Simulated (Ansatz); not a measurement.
# Ca3InAs3: the cost of one run

Method: DFT PBE, scalar-relativistic, plane waves, PAW, in Ansatz 0.2.0.

## Step 1: The structure to begin with

It takes space group Pnma (No. 62, orthorhombic). Conventional cell: a = 12.296 Å, b = 4.255 Å, c = 13.735 Å, α = 90.00°, β = 90.00°, γ = 90.00°. Ca (site symmetry m) has 6 As at 2.99 to 3.39 Å as nearest neighbours. Ca (site symmetry m) is surrounded by 5 As at 2.90 to 3.08 Å and 2 In at 3.30 Å. Ca (site symmetry m) is surrounded by 5 As at 2.98 to 3.10 Å. Around In (site symmetry m) lie 4 As at 2.63 to 2.67 Å. Around As (site symmetry m) lie 2 In at 2.63 Å and 4 Ca at 2.90 to 3.12 Å. Around As (site symmetry m) lie 1 In at 2.67 Å and 6 Ca at 2.99 to 3.10 Å. As (site symmetry m) is surrounded by 1 In at 2.64 Å and 6 Ca at 2.96 to 3.39 Å.

Coordinates:

```cif
data_structure
_symmetry_space_group_name_H-M 'Pnma'
_symmetry_Int_Tables_number 62
_cell_length_a 12.2960
_cell_length_b 4.2553
_cell_length_c 13.7350
_cell_angle_alpha 90.000
_cell_angle_beta 90.000
_cell_angle_gamma 90.000
_cell_volume 718.66
loop_
_atom_site_label
_atom_site_type_symbol
_atom_site_symmetry_multiplicity
_atom_site_Wyckoff_symbol
_atom_site_fract_x
_atom_site_fract_y
_atom_site_fract_z
_atom_site_occupancy
Ca1 Ca 4 c 0.34611 0.75000 0.50462 1
Ca2 Ca 4 c 0.26897 0.75000 0.78905 1
Ca3 Ca 4 c 0.93470 0.25000 0.39794 1
In1 In 4 c 0.94833 0.25000 0.80024 1
As1 As 4 c 0.45004 0.25000 0.36696 1
As2 As 4 c 0.74646 0.25000 0.87162 1
As3 As 4 c 0.89589 0.25000 0.61359 1
```

(A quick probe on a coarse mesh, which set the mesh and smearing, is not shown.)

## Step 3: The relaxation

File input.yaml:

```yaml
crystal:
  lattice:
    - [12.296, 0.0, 0.0]
    - [0.0, 4.2553, 0.0]
    - [0.0, 0.0, 13.735]
  atoms:
    - { symbol: Ca, position: [0.3461103, 0.75, 0.50462103] }
    - { symbol: Ca, position: [0.26897114, 0.75, 0.78905416] }
    - { symbol: Ca, position: [0.8461103, 0.75, 0.99537897] }
    - { symbol: Ca, position: [0.1538897, 0.25, 0.00462103] }
    - { symbol: Ca, position: [0.6538897, 0.25, 0.49537897] }
    - { symbol: Ca, position: [0.93470271, 0.25, 0.3979358] }
    - { symbol: Ca, position: [0.43470271, 0.25, 0.1020642] }
    - { symbol: Ca, position: [0.06529729, 0.75, 0.6020642] }
    - { symbol: Ca, position: [0.73102886, 0.25, 0.21094584] }
    - { symbol: Ca, position: [0.23102886, 0.25, 0.28905416] }
    - { symbol: Ca, position: [0.56529729, 0.75, 0.8979358] }
    - { symbol: Ca, position: [0.76897114, 0.75, 0.71094584] }
    - { symbol: In, position: [0.94832742, 0.25, 0.80023515] }
    - { symbol: In, position: [0.55167258, 0.75, 0.30023515] }
    - { symbol: In, position: [0.05167258, 0.75, 0.19976485] }
    - { symbol: In, position: [0.44832742, 0.25, 0.69976485] }
    - { symbol: As, position: [0.45004101, 0.25, 0.36696128] }
    - { symbol: As, position: [0.04995899, 0.75, 0.86696128] }
    - { symbol: As, position: [0.74645904, 0.25, 0.87162257] }
    - { symbol: As, position: [0.75354096, 0.75, 0.37162257] }
    - { symbol: As, position: [0.89588719, 0.25, 0.61358911] }
    - { symbol: As, position: [0.39588719, 0.25, 0.88641089] }
    - { symbol: As, position: [0.24645904, 0.25, 0.62837743] }
    - { symbol: As, position: [0.10411281, 0.75, 0.38641089] }
    - { symbol: As, position: [0.25354096, 0.75, 0.12837743] }
    - { symbol: As, position: [0.95004101, 0.25, 0.13303872] }
    - { symbol: As, position: [0.60411281, 0.75, 0.11358911] }
    - { symbol: As, position: [0.54995899, 0.75, 0.63303872] }
basis:
  ecutwfc: 420
kpoints:
  mp_grid: { grid: [4, 6, 2] }
hamiltonian:
  xc: pbe
scf:
  occupations: { method: gaussian, width: 0.02 }
output:
  forces: true
  stress: true
  eigenvalues: true
  write_density: true
  write_potential: true
  elf: true
  volumetric_format: npy
relax:
  adjacent_minimum: "off"
  f_tol: 0.005
  max_steps: 80
  cell: { stress_tol: 0.05 }
```

Started as:

```
> ansatz run input.yaml --threads 8 --pin off --max-ram 22528MiB --backend cpu --events-out ev --progress --plain --runs-dir out
```

Q: Estimate wall time and peak memory on 8 threads of Arm Neoverse V1, shared host.

About 8.1 min, with a peak of 6.8 GiB.
